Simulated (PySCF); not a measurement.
# C₂H₁₁BN₂Si₂: electronic excitations

What electronic excitations should C₂H₁₁BN₂Si₂ (`C=CBN([SiH3])[SiH2]N`) show?

The runs use PySCF 2.14.0, with density-fitted response routines of our own; the level of theory stands in each step. All values are computed, except where a source is named. Atoms are numbered from 0 throughout.

**1. The molecule as given**

18 atoms, charge 0, multiplicity 1; geometry from: GFN2-xTB.

Bonds of the start (Å): C0–C1 1.33, C1–B2 1.56, B2–N3 1.41, N3–Si4 1.75, N3–Si5 1.76, Si5–N6 1.72, C0–H7 1.08, C0–H8 1.08, C1–H9 1.09, B2–H10 1.18, Si4–H11 1.47, Si4–H12 1.46, Si4–H13 1.47, Si5–H14 1.46, Si5–H15 1.47, N6–H16 1.01, N6–H17 1.01.

**2. Excited states and response: CAM-B3LYP/def2-SVPD**

The job: settings as JSON, then the geometry in Å.

```
{"job": {"kind": "uv", "xc": "CAM-B3LYP", "basis": "def2-SVPD", "nstates": 8, "ntriplets": 3}, "charge": 0, "multiplicity": 1}
C      2.765998     0.244640    -0.694920
C      2.234008    -0.698564     0.071493
B      0.792649    -1.281121    -0.047994
N     -0.376429    -0.494002    -0.069263
Si    -1.926587    -1.254020    -0.370250
Si    -0.345726     1.240925     0.227007
N     -1.711366     1.600249     1.213850
H      3.796031     0.560781    -0.612446
H      2.187634     0.734283    -1.462436
H      2.890006    -1.171898     0.798571
H      0.684764    -2.451342    -0.139609
H     -2.750481    -0.298921    -1.123684
H     -1.720339    -2.450627    -1.181834
H     -2.570026    -1.584841     0.905933
H      0.794653     1.626003     1.048290
H     -0.341721     1.890298    -1.097032
H     -2.620140     1.258976     0.946110
H     -1.791687     2.535499     1.576555
```

Level: TDDFT CAM-B3LYP/def2-SVPD, vertical, gas phase, core orbitals frozen in the response.

On the command line:

```console
> OMP_NUM_THREADS=1 python probes_run.py task.json out
```

This one command runs all jobs of the session in turn.

Predict these results of the whole session: lowest singlet (CAM-B3LYP/def2-SVPD); lowest triplet; surface potential, 1st and 99th percentile.

The runs gave:

| quantity | value |
| --- | --- |
| lowest singlet (CAM-B3LYP/def2-SVPD) | 5.94 eV (209 nm), f = 0.101 |
| lowest triplet | 4.09 eV |
| surface potential, 1st and 99th percentile | -1.03 V and 1.58 V |

In words: The first singlet state (HOMO→LUMO 0.68, HOMO−3→LUMO 0.21) lies at 5.94 eV and is bright. The lowest triplet lies 1.85 eV below the lowest singlet (triplets in Tamm-Dancoff, singlets in full TDDFT).
